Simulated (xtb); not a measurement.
**Cu2H2S2 ((CuSH)2 ring) at GFN0-xTB**

Aim: the electronic atomisation energy of Cu2H2S2 ((CuSH)2 ring) at GFN0-xTB, from 4 runs. 

The results are computed with xtb 6.7.1.

7 further runs of the same task are left out: 7 set aside as unsound or not needed.

### Step 1. The molecule

Cu2H2S2 has 6 atoms, charge 0, and is taken as a singlet. Geometry: a GFN2-xTB relaxation, a rough one for these elements and not checked as a minimum.

Bond lengths: Cu1–S2 2.318 Å, Cu1–Cu3 2.538 Å, S2–Cu3 2.317 Å, Cu1–S4 2.318 Å, Cu3–S4 2.317 Å, S2–H5 1.326 Å, S4–H6 1.326 Å. Some angles: Cu1–S2–Cu3 66.4°, S2–Cu1–Cu3 56.8°, S2–Cu1–S4 113.6°, Cu3–Cu1–S4 56.8°, Cu1–Cu3–S2 56.8°, Cu1–Cu3–S4 56.8°, S2–Cu3–S4 113.6°, Cu1–S4–Cu3 66.4°, Cu1–S2–H5 96.4°, Cu3–S2–H5 96.4°.

### Step 2. Energy and forces at GFN0-xTB

The input, in.coord:

```
$coord angs
    -0.1528500     0.4088700    -1.2682400  Cu
     1.9303000     0.4052700    -0.2521700  S
     0.4141900    -1.0427600     0.7351100  Cu
    -1.6654700    -1.0475300    -0.2872100  S
     1.7015900     1.4313100     0.5562400  H
    -2.2277500    -0.1551600     0.5162700  H
$end
```

The run is started by

```
$ xtb in.coord --grad --gfn 0 | tee run.log
```

What it wrote:

```text
* xtb version 6.7.1
[...]
          :  # basis functions                  44          :
[...]
          :  # electrons                        36          :
[...]
 Zeroth order Hamiltonian       ...        0 min,  0.000 sec ( 13.979%)
[...]
         ::                     SUMMARY                     ::
         :::::::::::::::::::::::::::::::::::::::::::::::::::::
         :: total energy             -16.831920273766 Eh    ::
         :: gradient norm              0.015485853327 Eh/a0 ::
         :: HOMO-LUMO gap              3.826770767623 eV    ::
         ::.................................................::
         :: H0 energy                -16.825538492400 Eh    ::
         :: repulsion energy           0.029337723783 Eh    ::
         :: electrostat energy        -0.033860251295 Eh    ::
         :: -> Gsolv                   0.000000000000 Eh    ::
         ::    -> Gsasa                0.000000000000 Eh    ::
         ::    -> Gshift               0.000000000000 Eh    ::
         :: dispersion energy         -0.001859253854 Eh    ::
         :: short-range corr.          0.000000000000 Eh    ::
         :: add. restraining           0.000000000000 Eh    ::
         :: total charge               0.000000000000 e     ::
         :::::::::::::::::::::::::::::::::::::::::::::::::::::
[...]
        18        2.0000           -0.3782217             -10.2919 (HOMO)
        19                         -0.2375905              -6.4652 (LUMO)
[...]
          | TOTAL ENERGY              -16.831920273766 Eh   |
          | GRADIENT NORM               0.015485853327 Eh/α |
          | HOMO-LUMO GAP               3.826770767623 eV   |
           -------------------------------------------------
[...]
```

Standard error:

```text
normal termination of xtb
```

Run time: 0.021 s. Hardware: 1 thread of AMD EPYC 9R45 (Zen 5), shared host.

### Step 3. The Cu atom: a single-point energy at GFN0-xTB

The input, struc.xyz:

```xyz
1
(CuSH)2 ring
Cu     0.000000     0.000000     0.000000
```

The run is started by

```
$ xtb struc.xyz --gfn0 -c 0 --uhf 1 --sp --parallel 1 > xtb.out
```

What it wrote:

```text
* xtb version 6.7.1
[...]
          :  # basis functions                  10          :
[...]
          :  # electrons                        11          :
[...]
 Zeroth order Hamiltonian       ...        0 min,  0.000 sec ( 22.162%)
[...]
         ::                     SUMMARY                     ::
         :::::::::::::::::::::::::::::::::::::::::::::::::::::
         :: total energy              -4.485406875678 Eh    ::
         :: gradient norm              0.000000000000 Eh/a0 ::
         :: HOMO-LUMO gap              5.396926300000 eV    ::
         ::.................................................::
         :: H0 energy                 -4.485406875678 Eh    ::
         :: repulsion energy           0.000000000000 Eh    ::
         :: electrostat energy         0.000000000000 Eh    ::
         :: -> Gsolv                   0.000000000000 Eh    ::
         ::    -> Gsasa                0.000000000000 Eh    ::
         ::    -> Gshift               0.000000000000 Eh    ::
         :: dispersion energy          0.000000000000 Eh    ::
         :: short-range corr.          0.000000000000 Eh    ::
         :: add. restraining           0.000000000000 Eh    ::
         :: total charge               0.000000000000 e     ::
         :::::::::::::::::::::::::::::::::::::::::::::::::::::
[...]
         6        1.0000           -0.3107475              -8.4559 (HOMO)
         7                         -0.1124141              -3.0589 (LUMO)
[...]
          | TOTAL ENERGY               -4.485406875678 Eh   |
          | GRADIENT NORM               0.000000000000 Eh/α |
          | HOMO-LUMO GAP               5.396926300000 eV   |
           -------------------------------------------------
[...]
```

Standard error:

```text
normal termination of xtb
```

Run time: 0.017 s. Hardware: 1 thread of AMD EPYC 9R45 (Zen 5), shared host.

### Step 4. The H atom: a single-point energy at GFN0-xTB

The input, .CHRG:

```
0
```

The input, .UHF:

```
1
```

The input, coord:

```
$coord
      0.000000000000      0.000000000000      0.000000000000  h
$end
```

Run the same way, it converges to -0.43814 Eh (log not shown).

### Step 5. The S atom: a single-point energy at GFN0-xTB

The input, in.coord:

```
$coord angs
     0.0000000     0.0000000     0.0000000  S
$end
```

The run is started by

```
$ xtb in.coord --json --gfn 0 -u 2 --sp > out.txt
```

What it wrote:

```text
* xtb version 6.7.1
[...]
          :  # basis functions                  10          :
[...]
          :  # electrons                         6          :
[...]
 Zeroth order Hamiltonian       ...        0 min,  0.000 sec ( 23.489%)
[...]
         ::                     SUMMARY                     ::
         :::::::::::::::::::::::::::::::::::::::::::::::::::::
         :: total energy              -3.127794351053 Eh    ::
         :: gradient norm              0.000000000000 Eh/a0 ::
         :: HOMO-LUMO gap             10.350830400000 eV    ::
         ::.................................................::
         :: H0 energy                 -3.127794351053 Eh    ::
         :: repulsion energy           0.000000000000 Eh    ::
         :: electrostat energy         0.000000000000 Eh    ::
         :: -> Gsolv                   0.000000000000 Eh    ::
         ::    -> Gsasa                0.000000000000 Eh    ::
         ::    -> Gshift               0.000000000000 Eh    ::
         :: dispersion energy          0.000000000000 Eh    ::
         :: short-range corr.          0.000000000000 Eh    ::
         :: add. restraining           0.000000000000 Eh    ::
         :: total charge               0.000000000000 e     ::
         :::::::::::::::::::::::::::::::::::::::::::::::::::::
[...]
         4        1.3333           -0.4110956             -11.1865 (HOMO)
         5                         -0.0307096              -0.8357 (LUMO)
[...]
          | TOTAL ENERGY               -3.127794351053 Eh   |
          | GRADIENT NORM               0.000000000000 Eh/α |
          | HOMO-LUMO GAP              10.350830400000 eV   |
           -------------------------------------------------
[...]
```

Standard error:

```text
normal termination of xtb
```

Wall time 0.021 s (1 thread of AMD EPYC 9R45 (Zen 5), shared host).

### Step 6. Results

At GFN0-xTB:

| quantity | value |
| --- | --- |
| molecule: total energy | -16.83192 Eh |
| molecule: dipole moment | 2.60 D |
| molecule: HOMO energy | -10.29 eV |
| molecule: LUMO energy | -6.47 eV |
| molecule: HOMO–LUMO gap | 3.83 eV |
| molecule: dispersion energy | -4.88 kJ/mol |
| molecule: largest force on an atom | 0.543 eV/Å |
| molecule: mean polarisability (D4 model) | 104.0 bohr³ |
| Cu atom: total energy | -4.48541 Eh |
| Cu atom: dipole moment | 0.00 D |
| Cu atom: HOMO energy (partly filled) | -8.46 eV |
| Cu atom: LUMO energy | -3.06 eV |
| Cu atom: mean polarisability (D4 model) | 51.7 bohr³ |
| H atom: total energy | -0.43814 Eh |
| H atom: dipole moment | 0.00 D |
| H atom: HOMO energy (partly filled) | -11.92 eV |
| H atom: mean polarisability (D4 model) | 5.0 bohr³ |
| S atom: total energy | -3.12779 Eh |
| S atom: dipole moment | 0.00 D |
| S atom: HOMO energy (partly filled) | -11.19 eV |
| S atom: LUMO energy | -0.84 eV |
| S atom: mean polarisability (D4 model) | 19.6 bohr³ |
| electronic atomisation energy | 19.844 eV |

In words: The method runs without spin polarisation, so open shells lack the exchange term that lowers high spin: such energies come out too high. The largest force (molecule) is 0.54 eV/Å: the shape isn't a stationary point for this species at this level. Taking the molecule apart into free atoms costs 19.84 eV (1915 kJ/mol), before zero-point energy and without spin-orbit coupling. Tight-binding and semi-empirical models aren't fitted to free atoms, so this value can be far from the true one.
